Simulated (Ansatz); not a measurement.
# TlPt (P6/mmm) in Ansatz: relaxation of cell and atoms with PBEsol

Aim: the relaxation of cell and atoms of TlPt with PBEsol.

Program: Ansatz 0.2.0. These are calculated values, not measurements. Logs are shortened: lines on timing, memory, paths and dates and some standing lists are left out, and cuts for length are marked.

### Step 1. The structure

It takes space group P6/mmm (No. 191, hexagonal). Conventional cell: a = 5.605 Å, b = 5.605 Å, c = 4.639 Å, α = 90.00°, β = 90.00°, γ = 120.00°. Around Tl (site symmetry mmm) lie 4 Tl at 2.80 Å and 6 Pt at 2.80 to 2.83 Å. Around Pt (site symmetry -6m2) lie 6 Tl at 2.83 Å and 3 Pt at 3.24 Å. Pt (site symmetry 6/mmm) has 6 Tl at 2.80 Å as nearest neighbours.

### Step 2. Relaxation of cell and atoms, PBEsol

input.yaml

```yaml
crystal:
  lattice:
    - [5.605, 0.0, 0.0]
    - [-2.8025, 4.8540723882, 0.0]
    - [0.0, 0.0, 4.639]
  atoms:
    - { symbol: Tl, position: [0.0, 0.5, 0.0] }
    - { symbol: Tl, position: [0.5, 0.5, 0.0] }
    - { symbol: Tl, position: [0.5, 0.0, 0.0] }
    - { symbol: Pt, position: [0.6666666667, 0.3333333333, 0.5] }
    - { symbol: Pt, position: [0.3333333333, 0.6666666667, 0.5] }
    - { symbol: Pt, position: [0.0, 0.0, 0.0] }
hamiltonian:
  xc: pbesol
  pseudopotentials: { kind: paw }
kpoints:
  mp_grid: { grid: [6, 6, 6] }
scf:
  occupations: { method: fermi_dirac, width: 0.05 }
output:
  forces: true
  stress: true
  eigenvalues: true
  write_density: true
  write_potential: true
  elf: true
  volumetric_format: npy
relax:
  f_tol: 0.01
  max_steps: 40
  cell: { stress_tol: 0.05 }
```

Potentials or basis: Ansatz PAW.

Started as:

```
> ansatz run input.yaml --threads 2 --pin off --max-ram 5632MiB --backend cpu --events-out ev --progress --plain --runs-dir out
```

The program printed:

```text
Warning: RAYON_NUM_THREADS=2 ignored (pool sized by the plan → 2); use --threads N
Engine: ansatz 0.2.0, aarch64-unknown-linux-gnu
Pseudopotentials: kind: paw
Pseudopotential: Tl, paw, valence charge 13, recommended cutoff 420 eV (normal), Tl.paw.azcp
Pseudopotential: Pt, paw, valence charge 18, recommended cutoff 420 eV (normal), Pt.paw.azcp
Functional definition: PBEsol
  exchange = pbesol_x
  correlation = pbesol_c
Crystal: 6 atoms, lattice volume = 126.214 Å³
Basis set: ecut = 420 eV, 2451 PW (Γ), exchange–correlation on 80×80×64 points (8 copies of the dense FFT grid, shifted against one another)
Bands: 56, of which v1, the nominal top of the filled ones, is band 47 counted from 1 (46 counted from 0)
Symmetry: 24 space group operations
Space group: P6/mmm (ITA 191), of the structure as read, at distance tolerance 5.0e-5 Å
k-points: 28 of 216
Non-local potential: Tl, projectors of the file, l = 0: 2, l = 1: 2, l = 2: 2, l = 3: 1
Non-local potential: Pt, projectors of the file, l = 0: 3, l = 1: 2, l = 2: 2, l = 3: 1
PAW form: soft (Blöchl's): semilocal exchange-correlation on the pseudo side does not see the compensation charge
PAW frozen core: Tl, regenerated for the run's functional, and the local potential with it (the file was generated under x = pbe(κ = 0.804, μ = 0.2195149727645171), c = pbe(β = 0.06672455060314922))
PAW frozen core: Pt, regenerated for the run's functional, and the local potential with it (the file was generated under x = pbe(κ = 0.804, μ = 0.2195149727645171), c = pbe(β = 0.06672455060314922))
PAW one-centre angular grid: Tl, 590 points (default); XC on 64 Gauss nodes
PAW one-centre angular grid: Pt, 590 points (default); XC on 64 Gauss nodes
Initial density: superposition of atomic densities (neutral atoms: chi_scale 0, normalization atom), corrected by the library's trained network
Initial wavefunctions: pseudopotential atomic-orbital guess
Functional: x = pbesol(κ = 0.804, μ = 0.12345679012345678), c = pbesol(β = 0.046)
SCF iter   1: F=—  HF=-71034.117745 eV  |F-HF|=—  |Δ(HF+E_count)|=         —  Δρ=6.09e-3  dr2=6.95e-2  ethr=1.77e-3  ⟨swp⟩=6.4  Hψ=5908  notcnv=0  defer=15
preconditioner: auto → LDOS  [metal: Δε(μ)=0.017 eV  Ē_g=11.228 eV  σ=0.050 eV  W_gap=0.08  n_scr=32 (ndim 8)  ℏωp=27.5 eV  f_vac=0.045  D(μ)=4.06/eV (n_scr^D=26)  β→1.0]
SCF iter   2: F=—  HF=-71034.107899 eV  |F-HF|=—  |Δ(HF+E_count)|=   9.85e-3  Δρ=2.63e-3  dr2=8.71e-3  ethr=7.48e-5  ⟨swp⟩=2.0  Hψ=2976  notcnv=0  defer=71
[... 133 lines left out ...]
  E_xc         = -1461.209075
  E_vxc        = -1326.889847  (∫ρ·V_xc dr)
  E_paw        = -58017.917038  (= ΣΔE_a)
  E_vpaw       = -1719.580609  (= ΣTr[D̂ρ^β])
  E_aug_tail   = 0.000651  (compensation charges beyond the density's cutoff)
  E_ewald      = -10236.983665
  E_core_change = 0.975739  (= ΣΔE_core)
  E_smearing   = -0.030007  (= −TS)
  E_closure    = -0.000000  (closes the sum)
  Σ components = -71034.952783   (vs F -71034.952783, Δ=0.00e0)
--- Forces (eV/Å), atoms counted from 1 ---
  atom   1  Tl     0.00000000    -0.00000000     0.00000000
  atom   2  Tl     0.00000000    -0.00000000     0.00000000
  atom   3  Tl     0.00000000     0.00000000     0.00000000
  atom   4  Pt    -0.00000000     0.00000000     0.00000000
  atom   5  Pt     0.00000000    -0.00000000    -0.00000000
  atom   6  Pt    -0.00000000    -0.00000000     0.00000000
  max |Σ_I F_I| component: 4.63e-18 eV/Å
--- Stress (GPa, compression-positive) ---
        0.013735       0.000000       0.000000
        0.000000       0.013735       0.000000
        0.000000       0.000000       0.004067
  P = ⅓ Tr σ = 0.0105 GPa (0.105 kbar)
--- Band table (eV; the first three rows and the last of 28) ---
  k-point 0: bands = ["-84.7639", "-84.7636", "-83.5566", "-39.2233", "-39.2224", "-38.9032", "-38.9032", "-38.8955", "-38.8955", "-37.8604", "-37.8604", "-37.6216", "0.3492", "1.0364", "1.0364", "1.1339", "1.2864", "1.2864", "1.3143", "1.6689", "1.6689", "1.8052", "1.8052", "1.9159", "1.9159", "1.9402", "2.3011", "3.0475", "7.0141", "7.6533", "7.6533", "9.5363", "9.5363", "10.0232", "10.0232", "10.1905", "11.1631", "11.1631", "11.2410", "11.2410", "11.8220", "12.0367", "12.1859", "12.1859", "12.6529", "12.6529", "12.7886", "12.7886", "13.0325", "13.9423", "18.3000", "20.3987", "20.4038", "20.4038", "21.1297", "21.4829"]
  k-point 1: bands = ["-84.7638", "-84.7636", "-83.5566", "-39.2234", "-39.2233", "-38.9029", "-38.9029", "-38.8956", "-38.8956", "-37.8604", "-37.8604", "-37.6219", "0.4262", "1.0179", "1.0389", "1.0389", "1.3333", "1.3333", "1.3665", "1.6764", "1.6764", "1.7826", "1.7826", "1.9314", "1.9333", "1.9333", "2.3015", "3.2880", "7.4999", "7.4999", "7.5225", "9.7865", "9.7865", "10.0355", "10.0355", "10.0540", "10.7363", "10.7363", "11.3179", "11.3179", "11.6183", "12.0268", "12.1259", "12.1259", "12.2292", "12.7271", "12.7271", "13.2617", "13.2617", "13.4860", "18.2839", "18.5879", "18.5879", "20.2814", "20.5299", "20.5299"]
  k-point 2: bands = ["-84.7638", "-84.7636", "-83.5566", "-39.2255", "-39.2234", "-38.9024", "-38.9024", "-38.8959", "-38.8959", "-37.8603", "-37.8603", "-37.6227", "0.5755", "0.8116", "1.0375", "1.0375", "1.4268", "1.4268", "1.4570", "1.6892", "1.6892", "1.7434", "1.7434", "1.9137", "1.9798", "1.9798", "2.3022", "4.0051", "7.2914", "7.2914", "8.8471", "8.9243", "9.5915", "9.5915", "10.0327", "10.0327", "10.3544", "10.7436", "10.7436", "11.6406", "11.6406", "11.8084", "12.0639", "12.0639", "12.4091", "13.1297", "13.1297", "13.7440", "13.7440", "13.8178", "15.6123", "16.1698", "16.1698", "18.0668", "19.8187", "19.8187"]
  k-point 27: bands = ["-84.7637", "-84.7637", "-83.5566", "-39.2250", "-39.2250", "-38.9026", "-38.8991", "-38.8991", "-38.8955", "-37.8604", "-37.8604", "-37.6230", "1.1045", "1.1045", "1.2035", "1.2175", "1.2175", "1.5849", "1.6008", "1.6008", "1.6123", "1.6922", "1.7647", "1.7647", "1.7800", "1.7800", "1.9234", "5.6053", "5.6053", "6.3159", "9.0139", "9.0139", "9.8542", "9.8542", "9.9442", "10.0377", "10.6447", "10.6447", "11.1385", "11.1385", "11.2775", "11.3649", "11.5980", "11.5980", "12.3798", "12.3798", "12.8709", "13.0445", "14.2706", "16.2741", "16.2741", "17.9172", "18.5189", "18.5189", "19.3268", "19.3268"]
--- Relaxed structure (8 steps of the walk, 8 accepted, 2 SCFs on fresh bases) ---
  F+E_penalty+E_count = -71034.95278297 eV   max|allowed force component| = 3.662e-17 eV/Å   (the final SCF, on the basis selected at the relaxed cell)
  cell:  # Å, volume = 137.9500 Å³
    - [6.262505685524912, -5.0213921792385275e-34, 0.0]
    - [-3.131252842762456, 5.423489015009055, 0.0]
    - [0.0, 0.0, 4.061577878226761]
  atoms:
    - { symbol: Tl, position: [-2.7755575615628914e-17, 0.49999999999999994, 0.0] }
    - { symbol: Tl, position: [0.5, 0.49999999999999994, 0.0] }
    - { symbol: Tl, position: [0.5, 2.024469972878374e-34, 0.0] }
    - { symbol: Pt, position: [0.6666666666666667, 0.33333333333333326, 0.5] }
    - { symbol: Pt, position: [0.33333333333333326, 0.6666666666666666, 0.5] }
    - { symbol: Pt, position: [-4.1165229643826326e-35, 4.580716338768692e-35, 0.0] }
```

rho_z.tsv:

```text
# z_ang	rho[e/angstrom^3]
# format = ansatz-planar-average/11
# lattice	6.262505686	-0.000000000	0.000000000
# lattice	-3.131252843	5.423489015	0.000000000
# lattice	0.000000000	0.000000000	4.061577878
# sites	6
# site	81	-1.565626421	2.711744508	0.000000000
# site	81	1.565626421	2.711744508	0.000000000
# site	81	3.131252843	0.000000000	0.000000000
# site	78	3.131252843	1.807829672	2.030788939
# site	78	-0.000000000	3.615659343	2.030788939
# site	78	-0.000000000	0.000000000	0.000000000
0.000000	1.386003e0
0.135386	1.323122e0
0.270772	1.154365e0
0.406158	9.268039e-1
0.541544	6.930594e-1
0.676930	4.957861e-1
[... 22 lines left out ...]
3.790806	1.154365e0
3.926192	1.323122e0
```

Wall time 76 s (2 threads of Arm Neoverse V1, shared host); peak memory 0.53 GiB.

Results:

```
Free energy                            : -71034.9528 eV
Relaxed volume                         : 22.99 Å³/atom
Relaxed cell                           : a = 6.263 Å, b = 6.263 Å, c = 4.062 Å, α = 90.00°, β = 90.00°, γ = 120.00°
Space group after relaxing (to 0.05 Å) : P6/mmm (No. 191)
Energy gained by relaxing              : 141.3 meV/atom
Ionic steps                            : 10
Pressure after relaxing                : 0.0 GPa
Band gap on the k mesh                 : none (metal or under the smearing width)
```

The path:
```
step  energy change (eV)  largest force (eV/Å)  volume (Å³)
   1              0.0000                0.0000       126.21
   2             -0.4782                0.0000       136.75
   3             -0.6945                0.0000       136.09
   4             -0.8125                0.0000       134.57
   5             -0.8271                0.0000       137.86
   6             -0.8288                0.0000       137.05
   7             -0.8458                0.0000       137.05
   8             -0.8474                0.0000       137.68
   9             -0.8476                0.0000       137.95
  10             -0.8479                0.0000       137.95
```

Final structure:
```
Tl Pt
1.0
     6.26251    0.00000    0.00000
    -3.13125    5.42349    0.00000
     0.00000    0.00000    4.06158
Tl Pt
3 3
Direct
  0.00000 0.50000 0.00000
  0.50000 0.50000 0.00000
  0.50000 0.00000 0.00000
  0.66667 0.33333 0.50000
  0.33333 0.66667 0.50000
  0.00000 0.00000 0.00000
```

Levels at points of the mesh, in eV from the Fermi level:
```tsv
k point	band 42	band 43	band 44	band 45	band 46	band 47	band 48	band 49	band 50	band 51
(0.00, 0.00, 0.00)	-1.08	-0.93	-0.93	-0.46	-0.46	-0.33	-0.33	-0.08	0.83	5.19
(0.00, 0.00, -0.50)	-1.28	-1.06	-1.06	-0.59	0.76	0.76	1.07	1.07	1.21	1.30
(0.00, -0.50, 0.00)	-1.60	-1.28	-1.04	-0.94	-0.75	1.19	2.00	3.02	3.07	3.55
(0.00, -0.50, -0.50)	-1.76	-1.72	-1.53	-0.85	-0.82	0.02	0.63	1.12	2.65	2.78
```

Caveat: the plane-wave basis is chosen anew once the cell has moved, so the energies of steps on either side of that aren't comparable; the PAW data sets come from PBE, with cores solved anew for the run's functional, which leaves a small shift of forces and pressure. Zero-point motion and thermal expansion aren't in these numbers.

### Step 3. The reference run

An earlier run on the cell as given: functional PBEsol; potentials or basis Ansatz PAW; cutoff 420 eV (not typed: the program's choice for these potentials); k mesh 6 × 6 × 6; occupations fermi-dirac, width 0.05 eV; no spin polarisation.

* Pressure: 6.9 GPa
* Band gap on the k mesh: none (metal or under the smearing width)
